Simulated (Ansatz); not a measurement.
# TlCrTe2: the cost of one run

Method: DFT PBEsol+U (U_eff = 5 eV on Cr d), plane waves, PAW, no spin–orbit coupling unless a run says so, in Ansatz 0.2.0.

### Step 1. The system as given

Symmetry: P-3m1, No. 164, trigonal system. Conventional cell: a = 4.110 Å, b = 4.110 Å, c = 7.949 Å, α = 90.00°, β = 90.00°, γ = 120.00°. Cr (site symmetry -3m) is surrounded by 6 Te at 2.78 Å. Around Te (site symmetry 3m) lie 3 Cr at 2.78 Å and 3 Tl at 3.46 Å. Tl (site symmetry -3m) is surrounded by 6 Te at 3.46 Å and 2 Cr at 3.97 Å.

As a file:

```
Cr Te Tl
1.0
     4.10983    0.00000    0.00000
    -2.05492    3.55922    0.00000
     0.00000    0.00000    7.94888
Cr Te Tl
1 2 1
Direct
  0.00000 0.00000 0.50000
  0.66667 0.33333 0.68330
  0.33333 0.66667 0.31670
  0.00000 0.00000 0.00000
```

### Step 2. Ferromagnetic start, free, symmetry kept, no search

The input, input.yaml:

```yaml
crystal:
  lattice:
    - [4.10983338, 0.0, 0.0]
    - [-2.05491669, 3.55922011, 0.0]
    - [0.0, 0.0, 7.94888413]
  atoms:
    - { symbol: Cr, position: [0.0, 0.0, 0.5], spin: 3.0 }
    - { symbol: Te, position: [0.6666666667, 0.3333333333, 0.68330262] }
    - { symbol: Te, position: [0.3333333333, 0.6666666667, 0.31669738] }
    - { symbol: Tl, position: [0.0, 0.0, 0.0] }
basis:
  ecutwfc: 420
  ecutrho_ratio: 4
kpoints:
  mp_grid: { grid: [5, 5, 3] }
hamiltonian:
  xc: pbesol
  hubbard: { sites: [{ site: 0, l: d, u_eff: 5.0 }] }
scf:
  occupations: { method: gaussian, width: 0.05 }
  lower_state_search: "off"
  max_iter: 150
output:
  forces: true
  stress: true
  eigenvalues: true
  populations: true
  hubbard: { sites: [{ site: 0, l: d }] }
magnetization:
  spin_polarized: true
```

Launch:

```bash
$ ansatz run input.yaml --threads 2 --pin off --max-ram 3072MiB --backend cpu --events-out ev --progress --plain --runs-dir out
```

Q: Estimate wall time and peak memory on 2 threads of Arm Neoverse N1, shared host.

About 11 s, with a peak of 0.5 GiB.
